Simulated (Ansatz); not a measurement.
What does this script print? It uses the Python package of Ansatz (0.2.0).

Script `run_torsion.py`:
```python
"""Rigid torsion scan of CH6AsNSi."""

import ansatz as az
from ase import Atoms


def main() -> None:
    atoms = Atoms(["N", "C", "Si", "As", "H", "H", "H", "H", "H", "H"], positions=[
        (-1.2141, 1.7261, 0.7593),
        (-0.2652, 0.9618, 0.3623),
        (-0.636, -0.7641, -0.1627),
        (1.3296, -1.8167, -0.8067),
        (-1.0183, 2.6932, 1.0552),
        (0.7575, 1.3252, 0.3332),
        (-1.2394, -1.4983, 0.9593),
        (-1.5726, -0.7407, -1.2959),
        (1.7723, -0.5864, -1.6645),
        (2.0863, -1.3002, 0.4605),
    ])

    # start the scan from a relaxed geometry
    first = (
        az.Crystal.molecule_from_ase(atoms).calculation()
        .basis(gaussian="def2-SVP")
        .functional("r2SCAN")
        .scf(lower_state_search="light")
        .relax(force_tolerance=0.02, max_steps=80)
    )
    atoms.positions = first.run().report["positions_ang"]

    start = atoms.get_dihedral(1, 2, 3, 8)
    energies = {}
    for turn in range(0, 360, 40):
        turned = atoms.copy()
        turned.set_dihedral(1, 2, 3, 8, start + turn, indices=[3, 8, 9])
        model = (
            az.Crystal.molecule_from_ase(turned).calculation()
            .basis(gaussian="def2-SVP")
            .functional("r2SCAN")
            .scf(lower_state_search="light")
        )
        energies[round((start + turn) % 360)] = model.run().report["free_energy_ev"]
    floor = min(energies.values())
    print("dihedral C1-Si2-As3-H8 (deg)   E - E(min) (kJ/mol)")
    for angle, e in sorted(energies.items()):
        print(f"{angle:8d} {96.485332 * (e - floor):14.3f}  " + "#" * int(30 * (e - floor) / max(max(energies.values()) - floor, 1e-9)))


if __name__ == "__main__":
    main()
```

```console
$ python run_torsion.py
dihedral C1-Si2-As3-H8 (deg)   E - E(min) (kJ/mol)
      34          6.801  #############################
      74          3.622  ###############
     114          6.308  ###########################
     154          6.309  ###########################
     194          3.624  ###############
     234          6.805  ##############################
     274          4.411  ###################
     314          0.000
     354          4.409  ###################
```

Caveats:
- The settings weren't tested for convergence.
- The scan is rigid and the energies are electronic, in a modest basis. With rigid groups the curve can differ much from the relaxed path, the start wasn't checked as a minimum of this torsion, and equivalent turns needn't return to the same energy.
- Finished in 110 s on 1 thread of Arm Neoverse V2, with other jobs on the host, peak memory 0.24 GiB.
